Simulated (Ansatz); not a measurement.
# CH5NO2Si: a ladder of functionals and wavefunction methods

An exercise on one series of results from a longer session: the logs are not shown, and one member is left open.

Computed with Ansatz 0.2.0, Gaussian basis. Level: functionals in def2-TZVPP, the program's frozen cores in correlated methods.

The runs, in order: PBE-D4, r2SCAN-D4, PBE0-D4, B3LYP-D4, ωB97X-V, ωB97M-V, B2PLYP; CCSD(T)/def2-TZVPP; MP2/def2-QZVPP; extrapolation to the limit.

## Structure used throughout

The geometry comes from an earlier relaxation with PBE0-D4 in a triple-zeta def2 set; it is a stationary point, not always the lowest conformer.

SMILES `N[SiH]1OCO1`, 10 atoms, charge 0, spin multiplicity 1.

Atoms are counted from 1 here; the program's logs count them from 0.

Bond lengths: N1–Si2 1.680 Å, N1–H6 1.006 Å, N1–H7 1.005 Å, Si2–O3 1.670 Å, Si2–O5 1.670 Å, Si2–H8 1.478 Å, O3–C4 1.424 Å, C4–O5 1.425 Å, C4–H9 1.095 Å, C4–H10 1.095 Å. Angles: Si2–N1–H6 124.6°, Si2–N1–H7 122.1°, H6–N1–H7 113.3°, N1–Si2–O3 118.3°, N1–Si2–O5 118.1°, N1–Si2–H8 105.7°, O3–Si2–O5 82.3°, O3–Si2–H8 115.8°, O5–Si2–H8 115.9°, Si2–O3–C4 88.3°, O3–C4–O5 100.9°, O3–C4–H9 111.1°, O3–C4–H10 111.2°, O5–C4–H9 111.1°, O5–C4–H10 111.2°, H9–C4–H10 110.9°, Si2–O5–C4 88.3°.

Set-up of the first run:

Input file in.yaml:

```yaml
crystal:
  periodic: [false, false, false]
  atoms:
    - {symbol: N, position_ang: [-0.955399, 1.026332, 1.242417]}
    - {symbol: Si, position_ang: [-0.595797, -0.178639, 0.128406]}
    - {symbol: O, position_ang: [0.832008, -1.024922, 0.311606]}
    - {symbol: C, position_ang: [1.218657, -0.571062, -0.982045]}
    - {symbol: O, position_ang: [0.117053, 0.269037, -1.313611]}
    - {symbol: H, position_ang: [-0.315766, 1.746913, 1.530988]}
    - {symbol: H, position_ang: [-1.852364, 1.087526, 1.691921]}
    - {symbol: H, position_ang: [-1.821050, -0.998419, 0.017066]}
    - {symbol: H, position_ang: [1.302787, -1.406831, -1.684513]}
    - {symbol: H, position_ang: [2.152870, -0.001134, -0.939336]}
basis:
  gaussian: {orbitals: def2-TZVPP}
hamiltonian: {xc: pbe, dispersion: d4}
output: {forces: true, orbitals: {seedname: orbitals}}
```

Started as:

```console
$ ansatz run in.yaml --threads 4 --pin off --events-out ev --progress --plain --max-ram 10444MiB
```

Steps of the session up to this table: PBE-D4 (GGA); r2SCAN-D4 (meta-GGA); PBE0-D4 (hybrid); B3LYP-D4 (hybrid); ωB97X-V (range-separated); ωB97M-V (range-separated); B2PLYP (double hybrid); CCSD(T) in def2-TZVPP; MP2 in def2-QZVPP.

One table of the session follows, with a row left open; its other results are not shown here.

```
            method  atomisation energy (kJ/mol)
            PBE-D4                       4008.7
         r2SCAN-D4                       3925.2
           PBE0-D4                       3910.1
          B3LYP-D4                       3915.3
           ωB97X-V                       3948.5
           ωB97M-V                            ?
            B2PLYP                       3883.3
     HF/def2-TZVPP                       2703.1
    MP2/def2-TZVPP                       3909.3
   CCSD/def2-TZVPP                       3742.2
CCSD(T)/def2-TZVPP                       3809.6
           MP2/CBS                       4036.7
       CCSD(T)/CBS                       3937.0
```

Estimate the missing values for ωB97M-V.

**Answer.** atomisation energy (kJ/mol): 3947.5. In the column «atomisation energy (kJ/mol)» it lies between CCSD(T)/CBS (3937.0) and ωB97X-V (3948.5).

To keep in mind: Free atoms (1 N, 1 Si, 2 O, 1 C, 5 H) were run apart at each level; the atomisation energy is their sum less the molecule, without zero-point or spin-orbit terms.
